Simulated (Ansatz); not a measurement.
**C2H6ClGeN: a ladder of functionals and wavefunction methods**

How much do the methods differ for C2H6ClGeN? The plan is to run it at one geometry with functionals of several rungs and with coupled cluster, and see how far each lands from CCSD(T) at the basis-set limit for the atomisation energy.

The runs use Ansatz 0.2.0, Gaussian basis; functionals in def2-TZVPP, the program's frozen cores in correlated methods.

The runs, in order: LDA (SPW92), PBE-D4, revPBE-D4, BLYP-D4, r2SCAN-D4, B97M-V, PBE0-D4, B3LYP-D4, r2SCANh-D4, r2SCAN0-D4, HSE06-D4, BHLYP-D4, CAM-B3LYP-D4, LC-ωPBE, ωB97X-V, ωB97M-V, B2PLYP, PBE-QIDH; CCSD(T)/def2-SVP; CCSD(T)/def2-TZVPP; MP2/def2-QZVPP; extrapolation to the limit; RPA on PBE.

### 1 The geometry

All runs share one geometry, relaxed beforehand with PBE0-D4 in a triple-zeta def2 set.

11 atoms, charge 0, spin multiplicity 1.

Atoms are counted from 1 here; the program's logs count them from 0.

Bond lengths: C1–N2 1.441 Å, C1–H6 1.088 Å, C1–H7 1.097 Å, C1–H8 1.097 Å, N2–C3 1.445 Å, N2–Ge4 1.823 Å, C3–H9 1.097 Å, C3–H10 1.094 Å, C3–H11 1.097 Å, Ge4–Cl5 2.214 Å. Angles: N2–C1–H6 110.6°, N2–C1–H7 110.7°, N2–C1–H8 110.7°, H6–C1–H7 108.7°, H6–C1–H8 108.7°, H7–C1–H8 107.5°, C1–N2–C3 113.2°, C1–N2–Ge4 130.3°, C3–N2–Ge4 116.5°, N2–C3–H9 111.2°, N2–C3–H10 110.6°, N2–C3–H11 111.2°, H9–C3–H10 108.0°, H9–C3–H11 107.7°, H10–C3–H11 108.0°, N2–Ge4–Cl5 99.6°.

### 2 LDA

This LDA is Slater exchange with PW92 correlation.

The input, in.yaml:

```yaml
crystal:
  periodic: [false, false, false]
  atoms:
    - {symbol: C, position_ang: [-0.997737, -0.003721, 0.582835]}
    - {symbol: N, position_ang: [0.187168, 0.192045, -0.213641]}
    - {symbol: C, position_ang: [1.116477, -0.912051, -0.133638]}
    - {symbol: Ge, position_ang: [0.673952, 1.589502, -1.278852]}
    - {symbol: Cl, position_ang: [-1.087190, 2.900680, -0.993058]}
    - {symbol: H, position_ang: [-1.665249, 0.851120, 0.491417]}
    - {symbol: H, position_ang: [-0.736150, -0.133727, 1.640737]}
    - {symbol: H, position_ang: [-1.535358, -0.905214, 0.262272]}
    - {symbol: H, position_ang: [1.455815, -1.071508, 0.897439]}
    - {symbol: H, position_ang: [1.997887, -0.719309, -0.752846]}
    - {symbol: H, position_ang: [0.655787, -1.844816, -0.482065]}
basis:
  gaussian: {orbitals: def2-TZVPP}
hamiltonian: {xc: lda}
output: {orbitals: {seedname: orbitals}}
```

The run is started by

```console
> ansatz run in.yaml --threads 4 --pin off --events-out ev --progress --plain --max-ram 10444MiB
```

The runs that follow: PBE-D4 (GGA); revPBE-D4 (GGA); BLYP-D4 (GGA); r2SCAN-D4 (meta-GGA); B97M-V (meta-GGA); B3LYP-D4 (hybrid); r2SCANh-D4 (hybrid); r2SCAN0-D4 (hybrid); HSE06-D4 (hybrid); BHLYP-D4 (hybrid); CAM-B3LYP-D4 (range-separated); LC-ωPBE (range-separated); ωB97X-V (range-separated); ωB97M-V (range-separated); B2PLYP (double hybrid); PBE-QIDH (double hybrid); CCSD(T) in def2-SVP; CCSD(T) in def2-TZVPP; MP2 in def2-QZVPP; RPA on PBE orbitals.

**Question.** What will the summary of the whole plan be? Wanted: atomisation energy, CCSD(T)/CBS; farthest beyond LDA; mean size of error, GGA; mean size of error, meta-GGA; mean size of error, hybrid; mean size of error, range-separated; mean size of error, double hybrid; gap, smallest and largest; T1 diagnostic.

The runs gave:

| quantity | value |
| --- | --- |
| atomisation energy, CCSD(T)/CBS | 3972.9 kJ/mol |
| functionals within 39.7 kJ/mol (1.0 %) | revPBE-D4, BLYP-D4, r2SCAN-D4, B97M-V, PBE0-D4, B3LYP-D4, r2SCANh-D4, HSE06-D4, CAM-B3LYP-D4, ωB97X-V, ωB97M-V, PBE-QIDH |
| farthest beyond LDA | BHLYP-D4 (-117.5 kJ/mol) |
| mean size of error, GGA | 36.3 kJ/mol |
| mean size of error, meta-GGA | 6.2 kJ/mol |
| mean size of error, hybrid | 40.5 kJ/mol |
| mean size of error, range-separated | 16.3 kJ/mol |
| mean size of error, double hybrid | 38.4 kJ/mol |
| gap, smallest and largest | 3.41 eV (LDA (SPW92)), 10.08 eV (LC-ωPBE) |
| T1 diagnostic | 0.0144 |
| triples share of the correlation energy | 4.2 % |

What this shows: LDA overbinds by 598.3 kJ/mol (15 %). PBE-D4 is off by +96.4 kJ/mol. Double hybrids carry the basis error of their MP2 part in triple zeta, and no dispersion term here, so their miss is partly the set-up's. The rungs meta-GGA, range-separated, GGA, double hybrid miss on average by less than the doubt on the reference (39.7 kJ/mol), so they tie. The reference freezes the cores and leaves out relativity and excitations past (T), and its outer-core shells are covered unevenly, so misses under about 39.7 kJ/mol can't be ranked. Hartree-Fock recovers 71 % of the binding; the rest is correlation. CCSD(T) in def2-SVP is off by -231.1 kJ/mol, worse than the median functional, from the basis alone. The gap grows from 3.4 to 10.1 eV across the functionals, mostly with the share of exact exchange. Correlated methods include outer-core shells of Ge, which these sets cover unevenly.
